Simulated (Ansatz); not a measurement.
This script drives the Ansatz DFT code, driven from Python.

`c2h4clgen.xyz`
```text
9

N     2.47400   -1.14770   -0.00520
C     1.63770   -0.35260    0.08240
C     0.58030    0.65300    0.19350
Ge   -1.13330   -0.14880   -0.25890
Cl   -1.58110   -1.74270    1.13700
H     0.54400    1.03900    1.23290
H     0.79120    1.48940   -0.50410
H    -2.24150    0.93180   -0.17960
H    -1.07140   -0.72140   -1.69800
```

`c2h4clgen_freq.py`:
```python
"""Harmonic frequencies of C2H4ClGeN at its relaxed geometry."""

from dataclasses import dataclass
import warnings

import ansatz
import numpy as np


@dataclass(frozen=True)
class RunConfig:
    basis_set: str = "def2-SVP"
    functional: str = "pbe"
    dispersion: str = "d4"


settings = RunConfig()

warnings.simplefilter("ignore", ansatz.DeckWarning)

geometry = ansatz.Crystal.molecule_from_extxyz("c2h4clgen.xyz")

calculation = (
    geometry.calculation()
    .basis(gaussian=settings.basis_set)
    .functional(settings.functional, dispersion=settings.dispersion)
)
symbols = [site.symbol for site in geometry.cartesian_sites]
start = np.array([site.position_ang for site in geometry.cartesian_sites], dtype=float)
r = calculation.relax(force_tolerance=0.003, max_steps=100).run(threads=1).report
end = np.array(r["positions_ang"])

print("final positions (A) and the move of each atom")
for symbol, xyz, old in zip(symbols, end, start):
    print(f"{symbol:2s} {xyz[0]:10.5f} {xyz[1]:10.5f} {xyz[2]:10.5f}   {np.linalg.norm(xyz - old):7.4f}")

# frequencies need a stationary point, so they are taken at the relaxed geometry
minimum = ansatz.Crystal.molecule()
for symbol, place in zip(symbols, end):
    minimum = minimum.atom(symbol, place.tolist())
vibrating = (
    minimum.calculation()
    .basis(gaussian=settings.basis_set)
    .functional(settings.functional, dispersion=settings.dispersion)
    .phonons(temperatures=(200, 600, 100))
)
vib = vibrating.run(threads=1).report["vibrations"]
sums = vib["harmonic_sums"]
modes = [m["omega_inv_cm"] for m in sums["modes_at_gamma"] if m["rigid_motion"] == "no"]
print("frequencies (1/cm):", " ".join(f"{w:.0f}" for w in modes))
print("imaginary modes:", sum(w < 0 for w in modes), " zero-point energy:", round(sums["zero_point_energy_ev"], 4), "eV")
print("T (K)   F_vib (eV)   S_vib (meV/K)   C_vib (meV/K)")
for row in zip(sums["temperatures_k"], sums["vibrational_free_energy_ev"], vib["entropy_ev_per_k"], vib["heat_capacity_ev_per_k"]):
    print(f"{row[0]:6.1f} {row[1]:11.4f} {1000 * row[2]:13.4f} {1000 * row[3]:15.4f}")
```

It is started by `python c2h4clgen_freq.py`. Estimate its wall time and peak memory on 1 thread of Arm Neoverse V1 (shared host).

It took about 3.1 min, with a peak of 0.23 GiB, for 2 runs of the engine.

```console
$ python c2h4clgen_freq.py
final positions (A) and the move of each atom
N     2.53808   -1.10853   -0.11539    0.1334
C     1.68553   -0.32023    0.04670    0.0679
C     0.59962    0.62513    0.22169    0.0441
Ge   -1.15978   -0.14892   -0.30169    0.0503
Cl   -1.66498   -1.64251    1.19313    0.1422
H     0.52620    0.94526    1.28130    0.1070
H     0.77090    1.53132   -0.39748    0.1163
H    -2.23473    0.96470   -0.25128    0.0792
H    -1.06094   -0.84623   -1.67697    0.1270
frequencies (1/cm): 36 111 163 359 413 422 458 597 640 696 784 828 962 1107 1121 1353 2092 2119 2289 2994 3059
imaginary modes: 0  zero-point energy: 1.4013 eV
T (K)   F_vib (eV)   S_vib (meV/K)   C_vib (meV/K)
 200.0      1.3549        0.4816          0.4994
 300.0      1.2942        0.7297          0.7314
 400.0      1.2093        0.9657          0.9097
 500.0      1.1017        1.1840          1.0456
 600.0      0.9731        1.3844          1.1531
```

The frequencies are harmonic and unscaled, in a modest basis.
